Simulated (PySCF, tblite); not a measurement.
# C3H2ClF2O radical: geometry, infrared bands and EPR parameters

Wanted: the infrared bands and EPR parameters of C3H2ClF2O radical (`FC1(F)OC[C]1Cl`), by calculation.

Programs: tblite 0.8.0 and PySCF 2.14.0, with density-fitted response routines of our own. Each step states its level of theory. These are calculated values for one molecule in the gas phase, unless marked as measured. Atoms are numbered from 0 throughout.

### 1 The starting structure

9 atoms, charge 0, multiplicity 2; geometry from: force field or distance geometry start.

Bonds of the start (Å): F0–C1 1.38, C1–F2 1.37, C1–O3 1.39, O3–C4 1.39, C4–C5 1.51, C5–Cl6 1.76, C5–C1 1.51, C4–H7 1.10, C4–H8 1.11.

### 2 Relaxing the molecule with GFN2-xTB

Job settings and geometry (Å):

```
{"job": {"kind": "relax", "xc": "GFN2-xTB", "basis": "xTB"}, "charge": 0, "multiplicity": 2}
F      0.271500    -1.776700     0.963800
C     -0.411300    -0.969000     0.075300
F     -1.335900    -1.587100    -0.717100
O     -0.892000     0.167100     0.707100
C     -0.163000     1.098100    -0.025000
C      0.541200    -0.065000    -0.674400
Cl     2.252700    -0.228100    -0.300200
H     -0.759200     1.717100    -0.711700
H      0.509400     1.649500     0.657000
```

On the command line:

```bash
$ OMP_NUM_THREADS=1 python probes_run.py task.json out
```

This one command runs all jobs of the session in turn.

**Question.** This job is followed by: GFN2-xTB harmonic vibrations, gas phase; UKS B3LYP, pcH-1 on C Cl F H O, non-relativistic, mean-field spin-orbit, GIAO. Predict these results of the whole session: strongest single infrared mode (GFN2-xTB); zero-point energy (GFN2-xTB); g(iso) (B3LYP); ⟨S²⟩; largest a(iso) (averaged by class); surface potential, 1st and 99th percentile.

**Answer**, as computed:

| quantity | value |
| --- | --- |
| strongest single infrared mode (GFN2-xTB) | 1000 cm⁻¹, 231 km/mol |
| zero-point energy (GFN2-xTB) | 29.2 kcal/mol |
| g(iso) (B3LYP) | 2.00580 |
| ⟨S²⟩ | 0.754 (exact 0.75) |
| largest a(iso) (averaged by class) | 13C on C5, 187.7 MHz |
| surface potential, 1st and 99th percentile | -1.02 V and 1.41 V |

**Reading.** The optimisation took 40 steps and gained 0.552 eV; among the close pairs (by a distance rule), C5–Cl6 changed most, from 1.760 to 1.668 Å. No mode is imaginary among the 21: a minimum at this level. The strongest single mode, at 1000 cm⁻¹, moves mainly C1. Unscaled tight-binding wavenumbers are off by several per cent, some by more. Its intensities can rank the bands wrongly. C5 carries the largest spin population, 0.86 e. The isotropic g lies 3.5 ppt above the free-electron value.
